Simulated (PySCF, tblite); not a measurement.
**C8H7F3O: geometry, infrared bands and NMR shifts**

Aim: predict the infrared bands and NMR shifts of C8H7F3O (`Cc1cccc(OC(F)(F)F)c1`).

The runs use tblite 0.8.0 and PySCF 2.14.0, with density-fitted response routines of our own; the level of theory stands in each step. All values are computed, except where a source is named. Atoms count from 0, in the outputs and in this text.

## (1) Starting geometry

19 atoms, charge 0, multiplicity 1; geometry from: force field or distance geometry start.

Bonds of the start (Å): C0–C1 1.49, C1–C2 1.38, C2–C3 1.39, C3–C4 1.40, C4–C5 1.38, C5–O6 1.37, O6–C7 1.42, C7–F8 1.36, C7–F9 1.35, C7–F10 1.35, C5–C11 1.40, C11–C1 1.41, C0–H12 1.11, C0–H13 1.09, C0–H14 1.10, C2–H15 1.10, C3–H16 1.07, C4–H17 1.09, C11–H18 1.09.

## (2) Geometry optimisation with GFN2-xTB

The job: settings as JSON, then the geometry in Å.

```
{"job": {"kind": "relax", "xc": "GFN2-xTB", "basis": "xTB"}, "charge": 0, "multiplicity": 1}
C     -2.738600    -0.142300     1.326600
C     -1.550700    -0.030600     0.426100
C     -1.679800     0.295500    -0.909900
C     -0.565300     0.432400    -1.736800
C      0.714500     0.227000    -1.195300
C      0.872000    -0.091300     0.142800
O      2.060400    -0.299200     0.790800
C      3.260500    -0.190500     0.045200
F      3.289800    -1.104000    -0.959200
F      4.299900    -0.440700     0.861600
F      3.399300     1.044800    -0.470300
C     -0.261100    -0.218500     0.958600
H     -2.967500     0.834500     1.790600
H     -2.575600    -0.873200     2.121000
H     -3.629000    -0.460300     0.764900
H     -2.679500     0.463900    -1.326300
H     -0.683500     0.683100    -2.775400
H      1.556600     0.333200    -1.879300
H     -0.132000    -0.454400     2.016700
```

The run is started by

```console
$ OMP_NUM_THREADS=1 python probes_run.py task.json out
```

This one command runs all jobs of the session in turn.

**Question.** This job is followed by: GFN2-xTB harmonic vibrations, gas phase; GIAO PBE0/pcSseg-1 NMR shielding, non-relativistic, gas phase. What will the session give for the following? strongest single infrared mode (GFN2-xTB); zero-point energy (GFN2-xTB); 13C shifts against TMS (PBE0/pcSseg-1); 1H shifts against TMS (PBE0/pcSseg-1, means over atoms taken as alike); 17O shifts against H2O (PBE0/pcSseg-1); 19F shifts against CFCl3 (PBE0/pcSseg-1, means over atoms taken as alike).

**Answer**, as computed:

| quantity | value |
| --- | --- |
| strongest single infrared mode (GFN2-xTB) | 1224 cm⁻¹, 905 km/mol |
| zero-point energy (GFN2-xTB) | 83.1 kcal/mol |
| 13C shifts against TMS (PBE0/pcSseg-1) | 158.3, 146.5, 135.4, 131.1, 130.1, 124.0, 117.7, 23.9 ppm |
| 1H shifts against TMS (PBE0/pcSseg-1, means over atoms taken as alike) | 7.62, 7.46, 7.33, 7.28, 2.57 ppm |
| 17O shifts against H2O (PBE0/pcSseg-1) | 167.9 ppm |
| 19F shifts against CFCl3 (PBE0/pcSseg-1, means over atoms taken as alike) | -70.6 ppm |

**Reading.** Relaxing lowered the energy by 0.282 eV in 30 steps; the close pair that moved most is O6–C7, from 1.417 to 1.313 Å. All 51 modes are real, so the xTB geometry is a minimum. The strongest single mode, at 1224 cm⁻¹, moves mainly C7 and O6. Unscaled tight-binding wavenumbers are off by several per cent, some by more. Its intensities can rank the bands wrongly. NICS(1)zz of -27 ppm above the planar ring from C1 marks a diatropic (aromatic) ring current.
